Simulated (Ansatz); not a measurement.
# TeAs2: tests of the settings

An exercise on one series of results from a longer session: the logs are not shown, and one member is left open.

Computed with Ansatz 0.2.0 (DFT PBEsol, scalar-relativistic, plane waves, PAW, unless a step's input says otherwise).

2 further runs of the same task are left out: 2 for a known fault of the program.

**The starting structure**

The structure is tetragonal, space group I4_1/amd (No. 141). The conventional cell has a = 7.113 Å, b = 7.113 Å, c = 5.881 Å, α = 90.00°, β = 90.00°, γ = 90.00°. Te (site symmetry -4m2) has 4 As at 2.83 Å as nearest neighbours. Around As (site symmetry 2/m) lie 2 Te at 2.83 Å and 4 As at 2.91 Å.

Coordinates:

```cif
data_structure
_symmetry_space_group_name_H-M 'I4_1/amd:1'
_symmetry_Int_Tables_number 141
_cell_length_a 7.1129
_cell_length_b 7.1129
_cell_length_c 5.8810
_cell_angle_alpha 90.000
_cell_angle_beta 90.000
_cell_angle_gamma 90.000
_cell_volume 297.54
loop_
_atom_site_label
_atom_site_type_symbol
_atom_site_symmetry_multiplicity
_atom_site_Wyckoff_symbol
_atom_site_fract_x
_atom_site_fract_y
_atom_site_fract_z
_atom_site_occupancy
Te1 Te 4 a 0.00000 0.50000 0.25000 1
As1 As 8 d 0.25000 0.00000 0.37500 1
```

The structure comes from the Materials Project (structure only); it is used as listed.

**The base input**

Contents of input.yaml:

```yaml
crystal:
  lattice:
    - [-3.556454, 3.556454, 2.940516]
    - [3.556454, -3.556454, 2.940516]
    - [3.556454, 3.556454, -2.940516]
  atoms:
    - { symbol: Te, position: [0.75, 0.25, 0.5] }
    - { symbol: Te, position: [0.0, 0.0, 0.0] }
    - { symbol: As, position: [0.375, 0.625, 0.25] }
    - { symbol: As, position: [0.375, 0.125, 0.75] }
    - { symbol: As, position: [0.375, 0.625, 0.75] }
    - { symbol: As, position: [0.875, 0.625, 0.25] }
basis:
  ecutwfc: 420
kpoints:
  mp_grid: { grid: [8, 8, 8] }
hamiltonian:
  xc: pbesol
scf:
  occupations: { method: gaussian, width: 0.1 }
output:
  forces: true
  stress: true
  eigenvalues: true
  populations: true
```

It was run beforehand and gave: -5508.9901 eV/atom at zero smearing, pressure -3.78 GPa, largest force 0.000 eV/Å, no gap on the mesh, in 7 SCF cycles and 9.6 s.

The first run:

Contents of input.yaml:

```yaml
crystal:
  lattice:
    - [-3.556454, 3.556454, 2.940516]
    - [3.556454, -3.556454, 2.940516]
    - [3.556454, 3.556454, -2.940516]
  atoms:
    - { symbol: Te, position: [0.75, 0.25, 0.5] }
    - { symbol: Te, position: [0.0, 0.0, 0.0] }
    - { symbol: As, position: [0.375, 0.625, 0.25] }
    - { symbol: As, position: [0.375, 0.125, 0.75] }
    - { symbol: As, position: [0.375, 0.625, 0.75] }
    - { symbol: As, position: [0.875, 0.625, 0.25] }
basis:
  ecutwfc: 420
kpoints:
  mp_grid: { grid: [1, 1, 1] }
hamiltonian:
  xc: pbesol
scf:
  occupations: { method: gaussian, width: 0.1 }
output:
  forces: true
  stress: true
  eigenvalues: true
```

Run with:

```sh
$ ansatz run input.yaml --threads 1 --pin off --max-ram 2560MiB --backend cpu --events-out ev --progress --plain --runs-dir out
```

Steps of the session up to this table: K-point mesh set to 1×1×1; K-point mesh: 2×2×2; K-point mesh: 4×4×4; K-point mesh set to 6×6×6; K-point mesh: 10×10×10; K-point mesh set to 12×12×12.

One table of the session follows, with a row left open; its other results are not shown here.

```
    mesh  ΔE (meV/atom)  pressure (GPa)
   1×1×1          -1756          -18.28
   2×2×2              ?               ?
   4×4×4           20.3           -4.50
   6×6×6           1.34           -3.96
   8×8×8          -0.39           -3.78
10×10×10          -0.28           -3.77
12×12×12           0.00           -3.76
```

**Question.** Estimate the row for 2×2×2.

**Answer.** ΔE (meV/atom): 296; pressure (GPa): -3.92. In the column «ΔE (meV/atom)» it is the highest.

Caveats from the session: The error changes sign along the series, since a k mesh isn't variational, and a metal needs dense meshes to resolve its Fermi surface.
